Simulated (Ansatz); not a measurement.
# CH5NOSi: rigid scan of one bond length

How does the energy of CH5NOSi change as one bond is stretched? Wanted for CH5NOSi: a rigid scan of one bond length. SMILES: N=CO[SiH3].

Program: Ansatz 0.2.0 through its Python package. Level of theory: r2SCAN+D3(BJ)/6-31G*. These are calculated values, not measurements.

**1. Starting point**

Bond lengths: N1–C2 1.218 Å, C2–O3 1.331 Å, O3–Si4 1.574 Å, N1–H5 1.065 Å, C2–H6 1.114 Å, Si4–H7 1.477 Å, Si4–H8 1.501 Å, Si4–H9 1.566 Å. Angles: N1–C2–O3 122.8°, N1–C2–H6 124.0°, O3–C2–H6 113.2°, C2–N1–H5 111.6°, C2–O3–Si4 129.1°, O3–Si4–H7 112.7°, O3–Si4–H8 110.6°, O3–Si4–H9 110.4°, H7–Si4–H8 107.4°, H7–Si4–H9 105.7°, H8–Si4–H9 109.9°.

The script holds or builds the structure itself.

**2. The code**

Contents of ch5nosi_scan.py:

```python
# -*- coding: utf-8 -*-
'''Potential curve of CH5NOSi along one bond.'''

import ansatz as az
import numpy as np

BASIS = '6-31G*'
XC = 'r2scan'
DISPERSION = 'd3bj'

molecule = (
    az.Crystal.molecule()
    .atom('N', (-0.4021, 1.5035, -0.5574))
    .atom('C', (0.6681, 1.0394, -0.2075))
    .atom('O', (0.8092, -0.218, 0.2042))
    .atom('Si', (-0.2819, -1.3429, 0.3497))
    .atom('H', (-0.3064, 2.5184, -0.8658))
    .atom('H', (1.624, 1.6111, -0.2067))
    .atom('H', (0.2739, -2.6121, 0.8606))
    .atom('H', (-0.9199, -1.6335, -0.9779))
    .atom('H', (-1.3764, -0.9122, 1.3836))
)

symbols = [site.symbol for site in molecule.cartesian_sites]
start = np.array([site.position_ang for site in molecule.cartesian_sites])
axis = (start[0] - start[1]) / np.linalg.norm(start[0] - start[1])
moving = [0, 4]
lengths, energies = [1.072, 1.12, 1.169, 1.218, 1.267, 1.315, 1.364, 1.437], []
for length in lengths:
    xyz = start.copy()
    xyz[moving] += (length - np.linalg.norm(start[0] - start[1])) * axis
    point = az.Crystal.molecule()
    for symbol, xyz in zip(symbols, xyz):
        point = point.atom(symbol, xyz.tolist())
    job = (
        point.calculation()
        .basis(gaussian=BASIS)
        .functional(XC, dispersion=DISPERSION)  # exchange and correlation
    )
    summary = job.run(threads=1, backend='cpu').report
    energies.append(summary['free_energy_ev'])
    print(f'r = {length:6.3f} A  E = {energies[-1]:.5f} eV  <S^2> = {abs(summary["mean_field"]["state"]["spin_squared"]):.3f}')

# quartic fit about the minimum
fit = np.polynomial.Polynomial.fit(lengths, np.array(energies) - min(energies), 4).convert()
roots = [r.real for r in fit.deriv().roots() if abs(r.imag) < 1e-9 and fit.deriv(2)(r.real) > 0]
r_e = min(roots, key=lambda r: abs(r - lengths[int(np.argmin(energies))]))
print(f'minimum of the fit at {r_e:.4f} A, force constant {fit.deriv(2)(r_e):.2f} eV/A^2')
```

**3. The calls as engine input**

The package turns the script's settings into the engine's input (first run):

```yaml
crystal:
  periodic: [false, false, false]
  atoms:
    - { symbol: "N", position_ang: [-0.2739363339472638, 1.44792089570634, -0.5154971157243017] }
    - { symbol: C, position_ang: [0.6681, 1.0394, -0.2075] }
    - { symbol: O, position_ang: [0.8092, -0.218, 0.2042] }
    - { symbol: Si, position_ang: [-0.2819, -1.3429, 0.3497] }
    - { symbol: H, position_ang: [-0.17823633394726382, 2.4628208957063404, -0.8238971157243017] }
    - { symbol: H, position_ang: [1.624, 1.6111, -0.2067] }
    - { symbol: H, position_ang: [0.2739, -2.6121, 0.8606] }
    - { symbol: H, position_ang: [-0.9199, -1.6335, -0.9779] }
    - { symbol: H, position_ang: [-1.3764, -0.9122, 1.3836] }
basis:
  gaussian:
    orbitals: "6-31G*"
hamiltonian:
  xc: r2scan
  dispersion: d3bj
```

**4. Launch**

The run is started by

```
$ python ch5nosi_scan.py
```

Q: Predict the main results. Wanted: range of energy; lowest point, distance.

**Answer**, as computed:

| quantity | value |
| --- | --- |
| bond length at the fit's minimum | 1.2669 Å |
| runs compared | 8 |
| range of energy | 2.149 eV |
| lowest point, distance (Å) | 1.27 |

What this shows: The lowest point, at 1.27, lies inside the range. The ends stand 2.15 and 0.746 eV above it. The distance scanned is the script's pair 1, 0. The rest of the molecule is held rigid at a force-field or estimated start geometry, and the basis set is modest; single-reference methods fail as a bond breaks. The orbitals are restricted, so S² is zero by construction. Toward dissociation an unrestricted state lies under the restricted one, by 1 to 2 eV or more. A dispersion term here runs with damping parameters fitted for another variant or functional.
